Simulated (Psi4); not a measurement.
**InF (SMILES [F][In]) at M06-2X/def2-TZVPP (core potential), part 1 of 2**

What is the energy change on altering one bond length of InF at M06-2X/def2-TZVPP (core potential)? 

The calculation is run with Psi4 1.11.

## 1. The molecule

The species is InF (2 atoms), meant as a singlet with charge 0. As SMILES, `[F][In]`. The shape is that of a PBE0-D4/def2-TZVP optimisation.

Bond lengths: F1–In2 1.994 Å.

## 2. A single-point energy at M06-2X/def2-TZVPP (core potential)

Contents of fin.json:

```json
{
  "schema_name": "qcschema_input",
  "schema_version": 1,
  "molecule": {
    "schema_name": "qcschema_molecule",
    "schema_version": 2,
    "symbols": ["F", "In"],
    "geometry": [0.0, 0.0, 0.03006554, 0.0, 0.0, 3.79755583],
    "molecular_charge": 0,
    "molecular_multiplicity": 1,
    "fix_symmetry": "c1",
    "fix_com": true,
    "fix_orientation": true
  },
  "driver": "energy",
  "model": {
    "method": "m06-2x",
    "basis": "def2-TZVPP"
  },
  "keywords": {
    "puream": true,
    "e_convergence": 1e-09,
    "d_convergence": 1e-08,
    "scf_type": "pk",
    "dft_radial_points": 99,
    "dft_spherical_points": 590
  }
}
```

On the command line:

```bash
psi4 --qcschema fin.json -n 1 --memory 1600MB
```

stdout:

```text
Psi4 1.11 release

   => Loading Basis Set <=

    Name: DEF2-TZVPP
    Role: ORBITAL
    Keyword: BASIS

    !!!  WARNING: ECP capability is in beta. Please check occupations closely.  !!!

         ---------------------------------------------------------
                                   SCF
                              RKS Reference
                        1 Threads,   1525 MiB Core
         ---------------------------------------------------------

  ==> Geometry <==

    Molecular point group: c1
    Full point group: C_inf_v

    Geometry (in Bohr), charge = 0, multiplicity = 1:

       Center              X                  Y                   Z               Mass
    ------------   -----------------  -----------------  -----------------  -----------------
         F            0.000000000000     0.000000000000     0.030065540000    18.998403162730
         IN           0.000000000000     0.000000000000     3.797555830000   114.903878776000

  Running in c1 symmetry.

  Rotational constants: A = ************  B =      0.03633  C =      0.03633 [cm^-1]
  Rotational constants: A = ************  B =   1089.09912  C =   1089.09912 [MHz]
  Nuclear repulsion =   50.166021794843168

  Charge       = 0
  Multiplicity = 1
  Electrons    = 30
  Nalpha       = 15
  Nbeta        = 15

  ==> Algorithm <==

  SCF Algorithm Type is PK.
  DIIS enabled.
  MOM disabled.
  Fractional occupation disabled.
  Guess Type is SAD.
  Energy threshold   = 1.00e-09
  Density threshold  = 1.00e-08
  Integral threshold = 1.00e-12

  ==> Primary Basis <==

  Basis Set: DEF2-TZVPP
    Blend: DEF2-TZVPP
    Number of shells: 27
    Number of basis functions: 81
    Number of Cartesian functions: 95
    Spherical Harmonics?: true
    Max angular momentum: 3

  Core potential: DEF2-TZVPP
    Number of shells: 4
    Number of ECP primitives: 18
    Number of ECP core electrons: 28
    Max angular momentum: 3

  ==> DFT Potential <==

   => LibXC <=

    Version 7.1.2

   => Composite Functional: M06-2X <=

    Deriv               =              1
    GGA                 =           TRUE
    Meta                =           TRUE

    Exchange Hybrid     =           TRUE
    MP2 Hybrid          =          FALSE

   => Exchange Functionals <=

    1.0000   XC_HYB_MGGA_X_M06_2X

   => Exact (HF) Exchange <=

    0.5400               HF

   => Correlation Functionals <=

    1.0000   XC_MGGA_C_M06_2X

   => LibXC Density Thresholds  <==

    XC_MGGA_C_M06_2X:  1.00E-12
    XC_HYB_MGGA_X_M06_2X:  1.00E-15

   => Molecular Quadrature <=

    Radial Scheme          =       TREUTLER
    Pruning Scheme         =           NONE
    Nuclear Scheme         =       TREUTLER

    Blocking Scheme        =         OCTREE
    BS radius alpha        =              1
    Pruning alpha          =              1
    Radial Points          =             99
    Spherical Points       =            590
    Total Points           =         111874
    Total Blocks           =            930
    Max Points             =            256
    Max Functions          =             80
    Weights Tolerance      =       1.00E-15

  ==> Integral Setup <==

  Using in-core PK algorithm.
   Calculation information:
      Number of atoms:                   2
      Number of AO shells:              27
      Number of primitives:             49
      Number of atomic orbitals:        95
      Number of basis functions:        81

      Integral cutoff                 1.00e-12
      Number of threads:                 1

  Performing in-core PK
  Using 11032362 doubles for integral storage.
  We computed 67962 shell quartets total.
  Whereas there are 71631 unique shell quartets.

  ==> DiskJK: Disk-Based J/K Matrices <==

    J tasked:                  Yes
    K tasked:                  Yes
    wK tasked:                  No
    Memory [MiB]:              592
    Schwarz Cutoff:          1E-12

  Cached 100.0% of DFT collocation blocks in 0.538 [GiB].

  Minimum eigenvalue in the overlap matrix is 2.8737479442E-03.
  Reciprocal condition number of the overlap matrix is 7.3238571416E-04.
    Using symmetric orthogonalization.

  ==> Pre-Iterations <==

  SCF Guess: Superposition of Atomic Densities via on-the-fly atomic UHF (no occupation information).

   -------------------------
    Irrep   Nso     Nmo
   -------------------------
     A         81      81
   -------------------------
    Total      81      81
   -------------------------

  ==> Iterations <==

                        Total Energy        Delta E     RMS |[F,P]|

   @RKS iter SAD:  -288.71978603592061   -2.88720e+02   0.00000e+00
   @RKS iter   1:  -289.82589866634652   -1.10611e+00   8.10285e-03 DIIS/ADIIS
   @RKS iter   2:  -289.68357127028167    1.42327e-01   1.20102e-02 DIIS/ADIIS
   @RKS iter   3:  -289.97475664709469   -2.91185e-01   1.69911e-03 DIIS/ADIIS
   @RKS iter   4:  -289.98031236348106   -5.55572e-03   1.94444e-04 DIIS/ADIIS
   @RKS iter   5:  -289.98040041959860   -8.80561e-05   4.66070e-05 DIIS
   @RKS iter   6:  -289.98040718385829   -6.76426e-06   8.59834e-06 DIIS
   @RKS iter   7:  -289.98040752470774   -3.40849e-07   3.54701e-06 DIIS
   @RKS iter   8:  -289.98040757277965   -4.80719e-08   6.10208e-07 DIIS
   @RKS iter   9:  -289.98040757593867   -3.15902e-09   2.17044e-07 DIIS
   @RKS iter  10:  -289.98040757619754   -2.58865e-10   8.94527e-08 DIIS
   @RKS iter  11:  -289.98040757621942   -2.18847e-11   8.28642e-09 DIIS
  Energy and wave function converged.

  ==> Post-Iterations <==

   Electrons on quadrature grid:
      Ntotal   =   30.0000013005 ; deviation = 1.300e-06

    Orbital Energies [Eh]
    ---------------------

    Doubly Occupied:

       1A    -25.136068     2A     -4.879045     3A     -3.257061
       4A     -3.257061     5A     -3.248035     6A     -1.204341
       7A     -0.878488     8A     -0.878488     9A     -0.871101
      10A     -0.871101    11A     -0.866720    12A     -0.468888
      13A     -0.421305    14A     -0.421305    15A     -0.305196

    Virtual:

      16A     -0.035550    17A     -0.035550    18A      0.015664
      19A      0.089086    20A      0.089086    21A      0.125176
      22A      0.184241    23A      0.184241    24A      0.193107
      25A      0.220705    26A      0.220705    27A      0.257956
      28A      0.560252    29A      0.560252    30A      0.575763
      31A      0.658064    32A      0.717975    33A      0.717975
      34A      0.722161    35A      0.722161    36A      0.723383
      37A      0.723385    38A      0.854433    39A      0.854433
      40A      0.935716    41A      1.015618    42A      1.015618
      43A      1.016697    44A      1.016697    45A      1.048105
      46A      1.226294    47A      2.084809    48A      2.084852
      49A      2.178183    50A      2.193757    51A      2.193757
      52A      2.206227    53A      2.206227    54A      2.247313
      55A      2.247322    56A      2.383140    57A      2.383140
      58A      2.553790    59A      2.891452    60A      3.382903
      61A      3.382903    62A      3.598473    63A      3.990650
      64A      7.007358    65A      7.007455    66A      7.012534
      67A      7.012534    68A      7.015753    69A      7.015753
      70A      7.027894    71A      8.377169    72A      8.377217
      73A      8.490856    74A      8.490856    75A      8.733309
      76A     37.578406    77A     38.718568    78A     38.718568
      79A     38.926201    80A     56.988288    81A    124.665511

    Final Occupation by Irrep:
              A
    DOCC [    15 ]
    NA   [    15 ]
    NB   [    15 ]

  @RKS Final Energy:  -289.98040757621942

   => Energetics <=

    Nuclear Repulsion Energy =             50.1660217948431679
    One-Electron Energy =                -575.5676093660513288
    Two-Electron Energy =                 248.5715547479140639
    DFT Exchange-Correlation Energy =     -13.1503747529252379
    Empirical Dispersion Energy =           0.0000000000000000
    VV10 Nonlocal Energy =                  0.0000000000000000
    Total Energy =                       -289.9804075762193634

Computation Completed

Properties will be evaluated at   0.000000,   0.000000,   0.000000 [a0]

Properties computed using the SCF density matrix

 Multipole Moments:

 ------------------------------------------------------------------------------------
     Multipole            Electronic (a.u.)      Nuclear  (a.u.)        Total (a.u.)
 ------------------------------------------------------------------------------------

 L = 1.  Multiply by 2.5417464519 to convert [e a0] to [Debye]
 Dipole X            :          0.0000000            0.0000000            0.0000000
 Dipole Y            :          0.0000001            0.0000000            0.0000001
 Dipole Z            :        -78.6578251           80.0192623            1.3614372
 Magnitude           :                                                    1.3614372

 ------------------------------------------------------------------------------------

	total time  =          9 seconds =       0.15 minutes

    Psi4 run time: 0:00:09.23
```

The result, in JSON:

```text
{
 "driver": "energy",
 "model": {
  "method": "m06-2x",
  "basis": "def2-TZVPP"
 },
 "success": true,
 "return_result": -289.9804075762194,
 "properties": {
  "calcinfo_nbasis": 81,
  "calcinfo_nmo": 81,
  "calcinfo_nalpha": 15,
  "calcinfo_nbeta": 15,
  "calcinfo_natom": 2,
  "nuclear_repulsion_energy": 50.16602179484317,
  "return_energy": -289.9804075762194,
  "scf_one_electron_energy": -575.5676093660513,
  "scf_two_electron_energy": 248.57155474791406,
  "scf_xc_energy": -13.150374752925238,
  "scf_dipole_moment": [1.3598537123098762e-09, 5.278867495493841e-08, 1.3614372276681763],
  "scf_total_energy": -289.9804075762194,
  "scf_iterations": 11
 }
}
```

It took 11 s on 1 thread of Intel Xeon Platinum 8259CL at 2.50GHz (Skylake/Cascade Lake), shared host; peak memory 0.85 GiB.

(Continued in part 2 of 2.)
